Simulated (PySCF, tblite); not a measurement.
# C4H11BO: dynamics, then NMR shifts on frames

Aim: move C4H11BO (`[BH3-][O+]1CCCC1`) away from its starting geometry and see how NMR shifts follow the geometry.

Programs: tblite 0.8.0 and PySCF 2.14.0, with density-fitted response routines of our own. Each step states its level of theory. These are calculated values for one molecule in the gas phase, unless marked as measured. Atoms are numbered from 0 throughout.

## (1) Starting geometry

17 atoms, charge 0, multiplicity 1; geometry from: GFN2-xTB.

Bonds of the start (Å): B0–O1 1.63, O1–C2 1.42, C2–C3 1.53, C3–C4 1.54, C4–C5 1.53, C5–O1 1.42, B0–H6 1.19, B0–H7 1.20, B0–H8 1.19, C2–H9 1.09, C2–H10 1.10, C3–H11 1.09, C3–H12 1.09, C4–H13 1.09, C4–H14 1.09, C5–H15 1.10, C5–H16 1.09.

## (2) Thermal motion with GFN2-xTB

Job settings and geometry (Å):

```
{"job": {"kind": "md", "xc": "GFN2-xTB", "basis": "xTB", "temperature": 600, "steps": 2000, "every": 50, "frames": 5}, "charge": 0, "multiplicity": 1}
B      2.178730     0.399687    -0.284759
O      0.585655     0.109647    -0.483696
C     -0.258049     1.103577     0.075775
C     -1.657565     0.480994     0.061333
C     -1.381619    -1.034112     0.052462
C      0.147497    -1.123362     0.064714
H      2.706371    -0.512788    -0.829726
H      2.371407     0.428878     0.894571
H      2.348193     1.444955    -0.820447
H     -0.164145     2.001141    -0.535003
H      0.067815     1.333629     1.098025
H     -2.203520     0.777365    -0.833122
H     -2.234219     0.791350     0.930003
H     -1.811381    -1.537749     0.915544
H     -1.788167    -1.493546    -0.847369
H      0.534650    -1.233135     1.085666
H      0.551351    -1.924501    -0.553883
```

Method: GFN2-xTB Langevin dynamics, gas phase.

Run with:

```console
OMP_NUM_THREADS=1 python probes_run.py task.json out
```

One launch serves the whole session: the jobs run in the order shown.

The program printed:

```text
t/fs     T/K      E/eV
    0.0   518.0   -529.98095
   25.0   391.7   -529.24976
   50.0   506.2   -529.31840
   75.0   482.8   -529.03944
  100.0   374.9   -528.79400
  125.0   509.6   -528.96093
  150.0   488.1   -529.03368
  175.0   386.5   -528.70712
  200.0   505.5   -528.94372
  225.0   476.1   -528.78442
  250.0   486.5   -528.82080
  275.0   402.9   -528.78188
  300.0   511.8   -528.86755
  325.0   724.1   -529.02640
  350.0   541.4   -528.84631
  375.0   448.1   -529.03940
  400.0   630.6   -529.16883
  425.0   530.5   -528.88728
  450.0   437.2   -529.12953
  475.0   532.7   -529.17612
  500.0   585.1   -528.73430
  525.0   806.0   -528.91353
  550.0   777.0   -528.81952
  575.0   729.7   -528.39840
  600.0   786.8   -528.61938
  625.0   727.8   -528.62432
  650.0   931.0   -528.96088
  675.0   626.1   -528.68749
  700.0   564.8   -528.64481
  725.0   487.6   -528.21507
  750.0   652.5   -528.76685
  775.0   699.6   -528.79304
  800.0   570.9   -528.94433
  825.0   546.7   -528.86811
  850.0   534.3   -528.84921
  875.0   586.4   -529.04358
  900.0   637.2   -529.02358
  925.0   753.9   -528.94272
  950.0   701.5   -528.72929
  975.0   797.9   -528.68106
 1000.0   738.3   -528.68974
```

Wall time 16 s (1 thread of Arm Neoverse N1, shared host); peak memory 0.18 GiB.

Distance from the start (root mean square after alignment): 0 fs 0.00 Å, 200 fs 0.44 Å, 400 fs 0.93 Å, 600 fs 0.67 Å, 800 fs 0.84 Å, 1000 fs 0.93 Å.

Positions (Å) and forces (eV/Å) at 1000 fs:

```xyz
17

B     0.445    1.654    2.501   -0.534   -1.621    1.115
O    -1.011    0.874    1.742    0.375    0.732   -1.095
C    -1.350    1.643    0.488    0.623   -1.139    1.120
C    -2.868    1.349    0.173    2.165   -0.344    0.258
C    -3.365    1.093    1.569    1.750   -2.862   -0.405
C    -2.188    0.456    2.366   -1.387   -0.159    0.509
H     0.045    2.597    3.127    0.072   -0.532   -0.126
H     1.113    1.876    1.597    0.323    0.303   -0.725
H     0.844    0.607    3.077   -0.474    1.318   -0.176
H    -0.517    1.342   -0.209   -1.266    0.095    0.247
H    -1.105    2.626    0.848   -0.487    0.903   -0.508
H    -2.912    0.452   -0.472   -0.261    0.677    0.158
H    -3.369    2.238   -0.177    0.077   -0.098   -0.723
H    -3.596    1.951    2.012   -0.474    4.066    1.844
H    -4.263    0.571    1.671   -1.261   -1.619   -0.310
H    -2.386    0.612    3.443    0.847    1.294   -0.128
H    -2.181   -0.619    2.434   -0.088   -1.016   -1.056
```

## (3) Nuclear shieldings: 250 fs, PBE0/pcSseg-1

Job settings and geometry (Å):

```
{"job": {"kind": "nmr", "xc": "PBE0", "basis": "pcSseg-1", "pop": false}, "charge": 0, "multiplicity": 1}
B      1.948600     0.382000    -0.048000
O      0.144400     0.138100    -0.068000
C     -0.685100     1.228000    -0.492200
C     -2.193100     0.721700    -0.135400
C     -1.940300    -0.364600     0.870300
C     -0.375200    -0.750700     0.907200
H      2.292700    -0.121700     1.038800
H      1.940900     1.567700    -0.164700
H      2.175700    -0.371100    -0.942000
H     -0.531700     1.135100    -1.563900
H     -0.209300     2.099600    -0.104500
H     -2.491800     0.363000    -1.115900
H     -2.714900     1.587200     0.213500
H     -2.206900     0.098800     1.854200
H     -2.548700    -1.242600     0.693800
H      0.087000    -0.560800     1.948800
H     -0.080300    -1.695500     0.552500
```

Method: GIAO PBE0/pcSseg-1 NMR shielding, non-relativistic, gas phase.

The program printed:

```text
coarse grid: 13336 points
cycle   1  E = -258.6067430816  dE =  3.904e-01  |g| = 4.292e-01  |ddm| = 3.357e+00
cycle   2  E = -258.5913686949  dE =  1.537e-02  |g| = 5.504e-01  |ddm| = 7.575e-01
cycle   3  E = -258.6482789220  dE = -5.691e-02  |g| = 8.861e-02  |ddm| = 4.144e-01
cycle   4  E = -258.6496823432  dE = -1.403e-03  |g| = 2.375e-02  |ddm| = 6.634e-02
cycle   5  E = -258.6498140867  dE = -1.317e-04  |g| = 7.336e-03  |ddm| = 2.196e-02
cycle   6  E = -258.6498265058  dE = -1.242e-05  |g| = 1.657e-03  |ddm| = 7.160e-03
cycle   7  E = -258.6498272711  dE = -7.653e-07  |g| = 1.759e-04  |ddm| = 1.708e-03
final grid: 126344 points
cycle   8  E = -258.6993181771  dE = -3.585e-05  |g| = 1.193e-02  |ddm| = 2.657e-02
cycle   9  E = -258.6992940736  dE =  2.410e-05  |g| = 1.696e-02  |ddm| = 1.609e-02
cycle  10  E = -258.6993461453  dE = -5.207e-05  |g| = 1.684e-03  |ddm| = 9.445e-03
cycle  11  E = -258.6993467985  dE = -6.532e-07  |g| = 2.171e-04  |ddm| = 1.578e-03
cycle  12  E = -258.6993468082  dE = -9.705e-09  |g| = 6.681e-05  |ddm| = 2.233e-04
cycle  13  E = -258.6993468094  dE = -1.196e-09  |g| = 1.387e-05  |ddm| = 6.743e-05
cycle  14  E = -258.6993468094  dE = -4.491e-11  |g| = 4.542e-06  |ddm| = 1.530e-05
converged SCF energy = -258.6993468094

GIAO shielding tensors (ppm)
atom      isotropic    diamagn.    paramagn.     s11        s22        s33       span
  0 B       85.181     193.105    -107.924     47.997     56.744    150.802    102.805
  1 O      298.896     404.971    -106.076    176.780    309.846    410.061    233.281
  2 C       97.917     249.326    -151.410     31.182     98.372    164.195    133.013
  3 C      156.551     253.248     -96.697    120.532    170.141    178.980     58.448
  4 C      155.055     248.128     -93.073    110.617    172.251    182.297     71.680
  5 C       98.331     245.767    -147.437     40.262     94.336    160.394    120.132
  6 H       27.040      30.860      -3.819     23.590     24.919     32.612      9.022
  7 H       27.464      31.804      -4.340     22.441     25.645     34.306     11.866
  8 H       27.142      31.565      -4.423     22.838     25.368     33.221     10.383
  9 H       26.816      32.234      -5.418     21.785     26.679     31.982     10.197
 10 H       27.470      32.242      -4.771     22.646     27.553     32.211      9.565
 11 H       29.269      30.632      -1.363     23.946     27.592     36.269     12.323
 12 H       29.799      29.953      -0.154     25.601     27.132     36.663     11.062
 13 H       28.647      28.585       0.062     23.343     27.245     35.352     12.009
 14 H       29.606      28.827       0.779     24.666     27.474     36.677     12.011
 15 H       26.288      29.563      -3.275     21.838     26.144     30.883      9.045
 16 H       27.629      32.346      -4.716     23.132     26.608     33.147     10.015
```

Wall time 41 s (1 thread of Arm Neoverse N1, shared host); peak memory 0.73 GiB.

Shifts follow as δ = σ(reference) − σ, with reference shieldings (ppm) from runs at the same level and on the same kind of geometry: 1H TMS 31.72, 13C TMS 186.9, 17O H2O 336.1, 11B BF3·OEt2 100.1. The references are single molecules in the gas phase, so shifts against H2O, NH3, PH3, H3PO4 or CFCl3 are not on the usual liquid scales and can be off by tens of ppm. Each atom is listed at this fixed geometry, with no averaging over motion; a spectrum would average atoms that exchange fast.

| atoms | environment | σ (ppm) | δ (ppm) |
| --- | --- | --- | --- |
| C2 | sp3 CH2 bonded to O | 97.9 | 89.0 |
| C5 | sp3 CH2 bonded to O | 98.3 | 88.6 |
| C4 | sp3 CH2 in a ring | 155.1 | 31.9 |
| C3 | sp3 CH2 in a ring | 156.6 | 30.4 |
| H15 | hydrogen on an sp3 CH2 bonded to O | 26.29 | 5.43 |
| H9 | hydrogen on an sp3 CH2 bonded to O | 26.82 | 4.90 |
| H6 | hydrogen on a boron bonded to O | 27.04 | 4.68 |
| H8 | hydrogen on a boron bonded to O | 27.14 | 4.57 |
| H7 | hydrogen on a boron bonded to O | 27.46 | 4.25 |
| H10 | hydrogen on an sp3 CH2 bonded to O | 27.47 | 4.25 |
| H16 | hydrogen on an sp3 CH2 bonded to O | 27.63 | 4.09 |
| H13 | hydrogen on an sp3 CH2 in a ring | 28.65 | 3.07 |
| H11 | hydrogen on an sp3 CH2 in a ring | 29.27 | 2.45 |
| H14 | hydrogen on an sp3 CH2 in a ring | 29.61 | 2.11 |
| H12 | hydrogen on an sp3 CH2 in a ring | 29.80 | 1.92 |
| B0 | boron bonded to O, 3 H | 85.2 | 14.9 |
| O1 | donor oxygen of a Lewis adduct | 298.9 | 37.2 |

Ring of atoms O1, C2, C3, C4, C5: NICS(0) -8.8, NICS(1) -3.4, NICS(1)zz -5.9 ppm (means of both faces).

Orbitals, density, ELF and potential are computed afterwards from the orbital file.

Frontier orbitals at PBE0/pcSseg-1, with the share of their density that lies nearest to each atom:

| orbital | energy (eV) | lies on |
| --- | --- | --- |
| HOMO | -7.64 | H6, H8 about 28 % each; O1 18 %; B0 14 % |
| LUMO | 0.65 | H11, H12, H13 about 10 % each; H9, H14, H15 about 8 % each; H10, H16 about 6 % each |

ELF in a plane through or near 6 of the atoms.

Ten even steps from ' ' (0.00) to '@' (0.98):
```
                                                        
                                                        
                                                        
                                                        
            ::..        ..::..        ..                
        ::**%%##--    ::++**==::....::====..            
      ..**@@@@@@%%    ::**==::****==**##**--            
      ..**@@@@@@@@::  ..====**%%%%----##**--            
        ==##@@@@%%--..--****==%%**..++++==..            
        ..--++....::**%%####==::++####**--              
        ......%%--..##%%**%%++::++**==++==::            
        ..--**####--::==**##==##%%--**++**==..          
        ::++%%@@@@++    --..%%==@@**--####++..          
        ::++%%@@@@--    ++++::==**====**++--..          
          ::**##**      ==****==......::::..            
            ..::..      ..----..                        
                                                        
                                                        
                                                        
                                                        
```
The map spans 10.6 Å across and 8.8 Å up, centred on the molecule. Atoms in the plane (x, y in Å): B0 (-2.4, -0.1), O1 (-0.6, 0.0), C2 (0.2, -1.2), C3 (1.7, -0.7), C4 (1.6, 0.8), C5 (0.0, 1.2).

log10 of the density (e/Å³) in the same plane.

Ten even steps from ' ' (-4.0) to '@' (1.6):
```
                                                        
                                                        
                    ....::::..........                  
          ..........::::------::::::::::::..            
      ..::::----------==++++++========------::..        
    ..::----======--==++******++++++++++====--::..      
  ....::--==++++++====++**####**********++==--::..      
  ..::--==++******++++++##@@@@##########**++----..      
  ..::--==++********++**##########%%@@##**++--::..      
  ..::--==++**####****##%%####**######****==--::..      
  ..::--==++**@@%%**####%%####****######**++----..      
  ..::--==++**##********############@@##**++==--::      
  ..::--==++******++++++**%%@@##########**++==--::      
    ..::--==++++++++==++**######********++==--::..      
    ..::::--============++******++++++====----::..      
      ..::::----------====++++====--------::::..        
          ..........::::--------::::::......            
                    ......::::......                    
                                                        
                                                        
```
The map spans 10.6 Å across and 8.8 Å up, centred on the molecule. Atoms in the plane (x, y in Å): B0 (-2.4, -0.1), O1 (-0.6, 0.0), C2 (0.2, -1.2), C3 (1.7, -0.7), C4 (1.6, 0.8), C5 (0.0, 1.2).

On the surface of density 0.002 e/bohr³ the electrostatic potential runs, from the 1st to the 99th percentile, from -1.28 to 1.16 V.

## (4) NMR shieldings: 425 fs, PBE0/pcSseg-1

Job settings and geometry (Å):

```
{"job": {"kind": "nmr", "xc": "PBE0", "basis": "pcSseg-1", "pop": false}, "charge": 0, "multiplicity": 1}
B      1.733500     0.921100     0.260800
O      0.061600     0.436800     0.397400
C     -0.874400     1.027700    -0.435300
C     -2.212100     0.459300     0.095700
C     -2.021200     0.177200     1.713300
C     -0.457000     0.304500     1.741100
H      1.689200     2.053900     0.762200
H      1.794600     0.955200    -0.936300
H      2.417400     0.160700     0.987800
H     -0.653300     0.741600    -1.488600
H     -0.885000     2.138500    -0.302400
H     -2.400400    -0.622000    -0.329300
H     -3.034400     1.116400    -0.221900
H     -2.369900     0.998200     2.285100
H     -2.361300    -0.692700     2.008000
H     -0.028400     1.037000     2.424900
H     -0.086900    -0.617400     2.123400
```

Method: GIAO PBE0/pcSseg-1 NMR shielding, non-relativistic, gas phase.

The program printed:

```text
coarse grid: 13336 points
cycle   1  E = -258.6144452882  dE =  4.092e-01  |g| = 3.820e-01  |ddm| = 3.364e+00
cycle   2  E = -258.6149430762  dE = -4.978e-04  |g| = 4.232e-01  |ddm| = 6.696e-01
cycle   3  E = -258.6496523303  dE = -3.471e-02  |g| = 9.045e-02  |ddm| = 3.402e-01
cycle   4  E = -258.6510119356  dE = -1.360e-03  |g| = 2.427e-02  |ddm| = 6.432e-02
cycle   5  E = -258.6511464891  dE = -1.346e-04  |g| = 5.751e-03  |ddm| = 2.062e-02
cycle   6  E = -258.6511536404  dE = -7.151e-06  |g| = 1.635e-03  |ddm| = 5.732e-03
final grid: 126344 points
cycle   7  E = -258.7003503048  dE = -2.611e-05  |g| = 1.287e-02  |ddm| = 2.545e-02
cycle   8  E = -258.7003168839  dE =  3.342e-05  |g| = 1.903e-02  |ddm| = 1.734e-02
cycle   9  E = -258.7003807206  dE = -6.384e-05  |g| = 1.436e-03  |ddm| = 1.066e-02
cycle  10  E = -258.7003812035  dE = -4.829e-07  |g| = 1.803e-04  |ddm| = 1.337e-03
cycle  11  E = -258.7003812102  dE = -6.718e-09  |g| = 5.622e-05  |ddm| = 1.855e-04
cycle  12  E = -258.7003812110  dE = -8.181e-10  |g| = 1.477e-05  |ddm| = 6.283e-05
converged SCF energy = -258.7003812110

GIAO shielding tensors (ppm)
atom      isotropic    diamagn.    paramagn.     s11        s22        s33       span
  0 B       92.695     190.059     -97.364     61.722     67.051    149.310     87.588
  1 O      279.472     401.735    -122.263    169.464    307.647    361.305    191.841
  2 C      111.791     244.148    -132.357     74.945    102.088    158.339     83.394
  3 C      142.686     249.892    -107.205    103.001    155.722    169.336     66.334
  4 C      161.811     252.578     -90.767    130.225    171.971    183.238     53.013
  5 C      112.273     243.757    -131.483     55.271     97.625    183.923    128.652
  6 H       27.705      30.429      -2.724     24.097     25.608     33.410      9.313
  7 H       27.764      31.029      -3.266     23.685     25.471     34.135     10.450
  8 H       26.939      29.801      -2.862     23.475     25.237     32.105      8.630
  9 H       26.895      29.829      -2.933     22.605     25.913     32.169      9.565
 10 H       27.748      29.730      -1.982     22.955     27.215     33.076     10.121
 11 H       27.563      29.042      -1.479     22.668     25.915     34.106     11.437
 12 H       29.094      28.317       0.778     24.722     26.721     35.841     11.118
 13 H       30.193      29.987       0.207     25.621     27.911     37.048     11.426
 14 H       32.318      33.932      -1.614     27.908     29.535     39.512     11.605
 15 H       28.042      29.868      -1.826     22.974     27.884     33.269     10.296
 16 H       28.012      31.866      -3.854     22.785     27.930     33.322     10.537
```

Run time: 31 s. Hardware: 1 thread of Arm Neoverse N1, shared host; peak memory 0.79 GiB.

Key values: δ C2 75.1, C5 74.7, C3 44.2, C4 25.1, H9 4.82, H8 4.78 ppm.

## (5) NMR shieldings: 625 fs, PBE0/pcSseg-1

Job settings and geometry (Å):

```
{"job": {"kind": "nmr", "xc": "PBE0", "basis": "pcSseg-1", "pop": false}, "charge": 0, "multiplicity": 1}
B      1.414700     0.720700     1.477500
O     -0.384500     0.209900     1.041900
C     -0.748700     1.067100    -0.098000
C     -2.319900     0.766000    -0.074600
C     -2.533100     1.190800     1.332000
C     -1.265900     0.588900     2.081200
H      1.660900    -0.181900     2.266000
H      1.484900     1.807600     1.706700
H      1.971800     0.442700     0.384300
H     -0.100700     0.914700    -1.021900
H     -0.663100     2.126500     0.118300
H     -2.605200    -0.333200    -0.212100
H     -2.944700     1.520200    -0.708100
H     -2.606600     2.262400     1.527100
H     -3.457100     0.813600     1.773200
H     -0.657800     1.385600     2.534600
H     -1.500900    -0.243100     2.678200
```

With the program's defaults for keys left out, this is: GIAO PBE0/pcSseg-1 NMR shielding, non-relativistic, gas phase.

The program printed:

```text
coarse grid: 13336 points
cycle   1  E = -258.5963383503  dE =  3.750e-01  |g| = 4.119e-01  |ddm| = 3.326e+00
cycle   2  E = -258.5872884757  dE =  9.050e-03  |g| = 5.038e-01  |ddm| = 7.194e-01
cycle   3  E = -258.6351881086  dE = -4.790e-02  |g| = 1.056e-01  |ddm| = 4.059e-01
cycle   4  E = -258.6371549666  dE = -1.967e-03  |g| = 2.711e-02  |ddm| = 7.603e-02
cycle   5  E = -258.6373188103  dE = -1.638e-04  |g| = 8.041e-03  |ddm| = 2.497e-02
cycle   6  E = -258.6373333199  dE = -1.451e-05  |g| = 1.884e-03  |ddm| = 7.694e-03
cycle   7  E = -258.6373343066  dE = -9.868e-07  |g| = 2.737e-04  |ddm| = 1.876e-03
final grid: 126344 points
cycle   8  E = -258.6848601188  dE = -3.149e-05  |g| = 1.139e-02  |ddm| = 2.662e-02
cycle   9  E = -258.6848292579  dE =  3.086e-05  |g| = 1.758e-02  |ddm| = 1.630e-02
cycle  10  E = -258.6848852400  dE = -5.598e-05  |g| = 1.586e-03  |ddm| = 1.013e-02
cycle  11  E = -258.6848858153  dE = -5.752e-07  |g| = 2.635e-04  |ddm| = 1.549e-03
cycle  12  E = -258.6848858299  dE = -1.460e-08  |g| = 6.453e-05  |ddm| = 2.708e-04
cycle  13  E = -258.6848858309  dE = -1.062e-09  |g| = 1.856e-05  |ddm| = 6.825e-05
cycle  14  E = -258.6848858310  dE = -9.078e-11  |g| = 4.577e-06  |ddm| = 2.177e-05
converged SCF energy = -258.6848858310

GIAO shielding tensors (ppm)
atom      isotropic    diamagn.    paramagn.     s11        s22        s33       span
  0 B       71.629     192.568    -120.939     24.657     37.922    152.307    127.650
  1 O      276.682     397.496    -120.815    215.705    276.198    338.143    122.438
  2 C       92.666     243.384    -150.718     46.345     88.295    143.357     97.012
  3 C      147.431     243.963     -96.533    127.147    149.183    165.961     38.814
  4 C      153.325     252.941     -99.616    128.159    158.606    173.210     45.050
  5 C      113.046     243.901    -130.855     72.655     98.484    167.998     95.342
  6 H       26.173      30.500      -4.327     21.145     24.995     32.381     11.236
  7 H       27.523      32.733      -5.211     20.341     27.339     34.888     14.547
  8 H       26.443      31.005      -4.562     22.501     24.333     32.496      9.995
  9 H       25.958      29.298      -3.341     22.142     25.163     30.567      8.425
 10 H       28.353      32.089      -3.736     24.012     28.094     32.953      8.941
 11 H       28.580      28.265       0.315     24.803     25.620     35.318     10.515
 12 H       27.858      26.655       1.202     23.681     25.259     34.632     10.951
 13 H       29.705      29.991      -0.286     25.440     27.669     36.005     10.565
 14 H       29.716      28.361       1.355     25.880     26.599     36.668     10.788
 15 H       27.208      28.674      -1.466     21.350     28.340     31.935     10.585
 16 H       28.144      30.103      -1.959     23.321     27.639     33.473     10.152
```

Wall time 34 s (1 thread of Arm Neoverse N1, shared host); peak memory 0.79 GiB.

In short: δ C2 94.3, C5 73.9, C3 39.5, C4 33.6, H9 5.76, H6 5.54 ppm.

[end of part 1 of 2]
